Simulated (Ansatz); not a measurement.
**ClFS₂W: one species, many methods**

The task here is to estimate one member of a computed series from the others.

Method: functionals in def2-TZVPP, the program's frozen cores in correlated methods; program: Ansatz 0.2.0, Gaussian basis.

The runs, in order: LDA (SPW92), PBE-D4, revPBE-D4, BLYP-D4, r2SCAN-D4, B97M-V, PBE0-D4, B3LYP-D4, r2SCANh-D4, r2SCAN0-D4, HSE06-D4, BHLYP-D4, CAM-B3LYP-D4, LC-ωPBE, ωB97X-V, ωB97M-V, B2PLYP, PBE-QIDH; CCSD(T)/def2-SVP; CCSD(T)/def2-TZVPP; MP2/def2-QZVPP; extrapolation to the limit; RPA on PBE.

**The geometry**

An earlier PBE0-D4 in a triple-zeta def2 set relaxation fixed the geometry. W takes the def2 core potential; no spin-orbit term is included.

SMILES `[F][W](=[S])(=[S])[Cl]`, 5 atoms, charge 0, spin multiplicity 1.

Atoms are counted from 1 here; the program's logs count them from 0.

Bond lengths: F1–W2 1.843 Å, W2–S3 2.111 Å, W2–S4 2.111 Å, W2–Cl5 2.241 Å. Angles: F1–W2–S3 109.3°, F1–W2–S4 109.3°, F1–W2–Cl5 112.8°, S3–W2–S4 108.0°, S3–W2–Cl5 108.7°, S4–W2–Cl5 108.7°.

As a file:

```xyz
5

F    -0.6393   -0.3651    1.7714
W    -0.0180   -0.0323    0.0690
S     1.9534   -0.7652   -0.1086
S    -1.2240   -1.0596   -1.3257
Cl   -0.0222    2.1486   -0.4475
```

Set-up of the first run:

in.yaml reads:

```yaml
crystal:
  periodic: [false, false, false]
  atoms:
    - {symbol: F, position_ang: [-0.639281, -0.365117, 1.771435]}
    - {symbol: W, position_ang: [-0.017961, -0.032290, 0.068964]}
    - {symbol: S, position_ang: [1.953392, -0.765241, -0.108556]}
    - {symbol: S, position_ang: [-1.223985, -1.059603, -1.325703]}
    - {symbol: Cl, position_ang: [-0.022165, 2.148650, -0.447540]}
basis:
  gaussian: {orbitals: def2-TZVPP}
hamiltonian: {xc: lda}
output: {orbitals: {seedname: orbitals}}
```

Command:

```console
$ ansatz run in.yaml --threads 4 --pin off --events-out ev --progress --plain --max-ram 10444MiB
```

Among the steps run: LDA; PBE-D4 (GGA); revPBE-D4 (GGA); BLYP-D4 (GGA); r2SCAN-D4 (meta-GGA); B97M-V (meta-GGA); PBE0-D4 (hybrid); B3LYP-D4 (hybrid); r2SCANh-D4 (hybrid); r2SCAN0-D4 (hybrid); HSE06-D4 (hybrid); BHLYP-D4 (hybrid); CAM-B3LYP-D4 (range-separated); LC-ωPBE (range-separated); ωB97X-V (range-separated); ωB97M-V (range-separated); B2PLYP (double hybrid); PBE-QIDH (double hybrid).

One table of the session follows, with a row left open; its other results are not shown here.

It belongs to the step «Frontier levels by functional». 

| functional | HOMO (eV) | LUMO (eV) | gap (eV) |
| --- | --- | --- | --- |
| LDA (SPW92) | -6.78 | -4.24 | 2.53 |
| PBE-D4 | ? | ? | ? |
| revPBE-D4 | -6.56 | -3.95 | 2.61 |
| BLYP-D4 | -6.42 | -3.88 | 2.55 |
| r2SCAN-D4 | -6.91 | -4.03 | 2.88 |
| B97M-V | -6.94 | -3.98 | 2.96 |
| PBE0-D4 | -7.74 | -3.36 | 4.38 |
| B3LYP-D4 | -7.49 | -3.51 | 3.97 |
| r2SCANh-D4 | -7.31 | -3.76 | 3.55 |
| r2SCAN0-D4 | -7.92 | -3.35 | 4.57 |
| HSE06-D4 | -7.35 | -3.73 | 3.62 |
| BHLYP-D4 | -8.67 | -2.48 | 6.19 |
| CAM-B3LYP-D4 | -8.90 | -2.30 | 6.60 |
| LC-ωPBE | -10.19 | -1.29 | 8.90 |
| ωB97X-V | -9.86 | -1.32 | 8.53 |
| ωB97M-V | -9.68 | -1.30 | 8.39 |

Q: Estimate the row for PBE-D4 from the others.

As computed: HOMO (eV): -6.62; LUMO (eV): -4.03; gap (eV): 2.59. In the column «HOMO (eV)» it lies between LDA (SPW92) (-6.78) and revPBE-D4 (-6.56).
